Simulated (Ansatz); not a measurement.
**C2H2BCl2F3O: small, medium and large basis sets**

The task here is to estimate one member of a computed series from the others.

The runs use Ansatz 0.2.0, Gaussian basis; one geometry, several basis sets.

Levels to be run: PBE0-D4/def2-SVP; ωB97M-V/def2-SVP; PBE0-D4/def2-QZVPP; ωB97M-V/def2-QZVPP; the functionals' def2-TZVPP values are taken from earlier runs.

### The relaxed structure

All runs share one geometry, relaxed beforehand with PBE0-D4 in a triple-zeta def2 set.

11 atoms, charge 0, spin multiplicity 1.

Atoms are counted from 1 here; the program's logs count them from 0.

Bond lengths: F1–C2 1.337 Å, C2–F3 1.335 Å, C2–F4 1.332 Å, C2–C5 1.515 Å, C5–O6 1.402 Å, C5–H10 1.092 Å, C5–H11 1.091 Å, O6–B7 1.342 Å, B7–Cl8 1.744 Å, B7–Cl9 1.756 Å. Angles: F1–C2–F3 108.1°, F1–C2–F4 108.1°, F1–C2–C5 109.2°, F3–C2–F4 107.7°, F3–C2–C5 111.5°, F4–C2–C5 112.1°, C2–C5–O6 109.8°, C2–C5–H10 108.1°, C2–C5–H11 108.1°, O6–C5–H10 112.3°, O6–C5–H11 108.6°, H10–C5–H11 109.8°, C5–O6–B7 125.3°, O6–B7–Cl8 117.6°, O6–B7–Cl9 122.8°, Cl8–B7–Cl9 119.6°.

Set-up of the first run:

The input, in.yaml:

```yaml
crystal:
  periodic: [false, false, false]
  atoms:
    - {symbol: F, position_ang: [-2.410128, 0.682159, -0.660540]}
    - {symbol: C, position_ang: [-1.190030, 0.175764, -0.866846]}
    - {symbol: F, position_ang: [-1.273754, -1.154215, -0.786554]}
    - {symbol: F, position_ang: [-0.819231, 0.484050, -2.108505]}
    - {symbol: C, position_ang: [-0.235726, 0.735657, 0.168272]}
    - {symbol: O, position_ang: [1.048586, 0.211483, -0.037098]}
    - {symbol: B, position_ang: [1.626566, -0.740135, 0.712949]}
    - {symbol: Cl, position_ang: [3.211639, -1.291133, 0.237435]}
    - {symbol: Cl, position_ang: [0.864610, -1.416826, 2.142853]}
    - {symbol: H, position_ang: [-0.628909, 0.495121, 1.158032]}
    - {symbol: H, position_ang: [-0.193623, 1.818055, 0.040001]}
basis:
  gaussian: {orbitals: def2-SVP}
hamiltonian: {xc: pbe0, dispersion: d4}
output: {orbitals: {seedname: orbitals}}
```

Launch:

```bash
$ ansatz run in.yaml --threads 4 --pin off --events-out ev --progress --plain --max-ram 66560MiB --backend cpu
```

Steps of the session up to this table: PBE0-D4 in def2-SVP; ωB97M-V in def2-SVP; PBE0-D4 in def2-QZVPP; ωB97M-V in def2-QZVPP.

One of the session's tables, all rows but one given; the rest of the session is left out.

```
functional       basis  HOMO (eV)
   PBE0-D4    def2-SVP      -9.07
   PBE0-D4  def2-TZVPP      -9.23
   PBE0-D4  def2-QZVPP      -9.26
   ωB97M-V    def2-SVP     -11.29
   ωB97M-V  def2-TZVPP          ?
   ωB97M-V  def2-QZVPP     -11.54
```

Estimate the missing values for ωB97M-V, def2-TZVPP.

**Answer.** HOMO (eV): -11.50. In the column «HOMO (eV)» it lies between ωB97M-V, def2-QZVPP (-11.54) and ωB97M-V, def2-SVP (-11.29).
